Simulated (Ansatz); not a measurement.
# MgTl: structure and electronic properties

One table from this session's results is given with a row withheld; the runs are named, their logs left out.

Program: Ansatz 0.2.0. Level of theory: DFT r2SCAN, scalar-relativistic, plane waves, PAW. These are calculated values, not measurements.

### Starting point

The structure is cubic, space group Pm-3m (No. 221). The conventional cell has a = 3.628 Å, b = 3.628 Å, c = 3.628 Å, α = 90.00°, β = 90.00°, γ = 90.00°. Around Mg (site symmetry m-3m) lie 8 Tl at 3.14 Å. Tl (site symmetry m-3m) has 8 Mg at 3.14 Å as nearest neighbours.

As a file:

```xyz
2
Lattice="3.6280 0.0000 0.0000 0.0000 3.6280 0.0000 0.0000 0.0000 3.6280" Properties=species:S:1:pos:R:3 pbc="T T T"
Mg    0.0000    0.0000    0.0000
Tl    1.8140    1.8140    1.8140
```

The structure comes from the Crystallography Open Database.

Set-up of the first run:

(A quick probe on a coarse mesh, which set the mesh and smearing, is not shown.)

input.yaml

```yaml
crystal:
  lattice:
    - [3.628, 0.0, 0.0]
    - [0.0, 3.628, 0.0]
    - [0.0, 0.0, 3.628]
  atoms:
    - { symbol: Mg, position: [0.0, 0.0, 0.0] }
    - { symbol: Tl, position: [0.5, 0.5, 0.5] }
basis:
  ecutwfc: 500
kpoints:
  mp_grid: { grid: [12, 12, 12] }
hamiltonian:
  xc: r2scan
scf:
  occupations: { method: gaussian, width: 0.1 }
output:
  forces: true
  stress: true
  eigenvalues: true
  write_density: true
  write_potential: true
  elf: true
  volumetric_format: npy
relax:
  adjacent_minimum: "off"
  f_tol: 0.005
  max_steps: 80
  cell: { stress_tol: 0.05 }
```

Launch:

```
$ ansatz run input.yaml --threads 1 --pin off --max-ram 2560MiB --backend cpu --events-out ev --progress --plain --runs-dir out
```

Among the steps run: Full relaxation; Bands, states and charges; The cell as listed, for comparison; Point at V/V0 = 0.97; Volume × 1.03; Point at V/V0 = 0.94; The cell scaled to 1.06 of its volume; The cell scaled to 0.91 of its volume; Point at V/V0 = 1.10; The cell scaled to 0.88 of its volume.

One of the session's tables, all rows but one given; the rest of the session is left out.

It belongs to the step «Fit of the equation of state». 

```
volume (Å³/atom)  energy above the lowest point (meV/atom)  pressure (GPa)
          21.141                                      54.7            6.80
          21.862                                      29.2            4.64
          22.583                                      12.4            2.84
          23.303                                       3.0            1.32
          24.024                                       0.0            0.02
          24.745                                         ?               ?
          25.466                                       9.2           -1.96
          26.427                                      24.0           -2.95
```

Q: Estimate the row for volume (Å³/atom) = 24.745 from the others.

Worked estimate for «energy above the lowest point (meV/atom)». A straight line through the neighbours (24.024, 0.0) and (25.466, 9.2) gives 0.0 + (9.2 − 0.0) × (24.745 − 24.024) / (25.466 − 24.024) = 4.6; a parabola fitted to 4 rows on both sides gives 2.5.

The run gave: energy above the lowest point (meV/atom): 2.4; pressure (GPa): -1.05. In «energy above the lowest point (meV/atom)» the line misses by +2.2 and the parabola by +0.1.
